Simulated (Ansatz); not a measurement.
# MgI2: the cost of one run

Computed with Ansatz 0.2.0 (reference: DFT, PBE, plane waves, PAW, unless a step's input says otherwise).

The COD entry's cell or inner coordinates are ideal or old and differ from later refinements, so a difference from it is no clean test against experiment.

1 further run of the same task is left out (for a known fault of the program). Runs told in other sessions of the task aren't counted.

## (1) The structure to begin with

Symmetry: P-3m1, No. 164, trigonal system. Conventional cell: a = 4.157 Å, b = 4.157 Å, c = 6.876 Å, α = 90.00°, β = 90.00°, γ = 120.00°. Around Mg (site symmetry -3m) lie 6 I at 2.92 Å. I (site symmetry 3m) has 3 Mg at 2.92 Å in its first shell of neighbours.

Structure file:

```cif
data_structure
_symmetry_space_group_name_H-M 'P-3m1'
_symmetry_Int_Tables_number 164
_cell_length_a 4.1566
_cell_length_b 4.1566
_cell_length_c 6.8756
_cell_angle_alpha 90.000
_cell_angle_beta 90.000
_cell_angle_gamma 120.000
_cell_volume 102.88
loop_
_atom_site_label
_atom_site_type_symbol
_atom_site_symmetry_multiplicity
_atom_site_Wyckoff_symbol
_atom_site_fract_x
_atom_site_fract_y
_atom_site_fract_z
_atom_site_occupancy
Mg1 Mg 1 a 0.00000 0.00000 0.00000 1
I1 I 2 d 0.33333 0.66667 0.24257 1
```

## (2) Reference

File input.yaml:

```yaml
crystal:
  lattice:
    - [4.1566377955, 0.0, 0.0]
    - [-2.0783188977, 3.5997539252, 0.0]
    - [0.0, 0.0, 6.8756120274]
  atoms:
    - { symbol: Mg, position: [0.0, 0.0, 0.0] }
    - { symbol: I, position: [0.3333333333, 0.6666666667, 0.2425739793] }
    - { symbol: I, position: [0.6666666667, 0.3333333333, 0.7574260207] }
kpoints:
  mp_grid: { grid: [6, 6, 4] }
hamiltonian:
  xc: pbe
scf:
  occupations: { method: fixed }
  n_extra_bands: 4
output:
  forces: true
  stress: true
  eigenvalues: true
  write_density: true
  write_potential: true
  elf: true
  volumetric_format: npy
```

Command:

```
$ ansatz run input.yaml --threads 4 --pin off --max-ram 3686MiB --backend cpu --events-out ev --progress --plain --runs-dir out
```

Q: Estimate wall time and peak memory on 4 threads of Arm Neoverse N1, shared host.

About 2.3 s, with a peak of 0.41 GiB.
